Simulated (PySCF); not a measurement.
# CH7BGaN: the cost of one run

Programs: PySCF 2.14.0, with density-fitted response routines of our own. Each step states its level of theory. These are calculated values for one molecule in the gas phase, unless marked as measured. Atoms count from 0, in the outputs and in this text.

### Step 1. The starting structure

11 atoms, charge 0, multiplicity 1; geometry from: GFN2-xTB. The atoms were then displaced at random by about 0.01 Å, so the start is not that level's minimum.

Bonds of the start (Å): B0–N1 1.38, N1–C2 1.47, N1–Ga3 1.92, B0–H4 1.20, B0–H5 1.17, C2–H6 1.11, C2–H7 1.07, C2–H8 1.08, Ga3–H9 1.54, Ga3–H10 1.56.

### Step 2. Geometry optimisation at PBE0-D3(BJ)/def2-SVP

The job: settings as JSON, then the geometry in Å.

```
{"job": {"xc": "PBE0", "basis": "def2-SVP", "d3": "d3bj", "grid": 1, "shake": 0.01, "kind": "geom"}, "charge": 0, "multiplicity": 1}
B     -0.484500     0.601560     1.389530
N     -0.086650     0.077390     0.173710
C     -1.023640    -0.316820    -0.892780
Ga     1.779120    -0.190410    -0.199540
H     -1.646120     0.789830     1.602600
H      0.337400     0.911170     2.158060
H     -0.422720    -0.712820    -1.740420
H     -1.672420    -1.087210    -0.542850
H     -1.596220     0.542680    -1.209740
H      2.844610     0.176990     0.854780
H      2.009250    -0.818190    -1.609020
```

Launch:

```bash
$ OMP_NUM_THREADS=1 python probes_run.py task.json out
```

One launch serves the whole session: the jobs run in the order shown.

**Question.** How long does this first job take on 1 thread of Intel Xeon Platinum 8259CL at 2.50GHz, shared host, and how much memory does it need?

About 39 s, with a peak of 0.45 GiB.
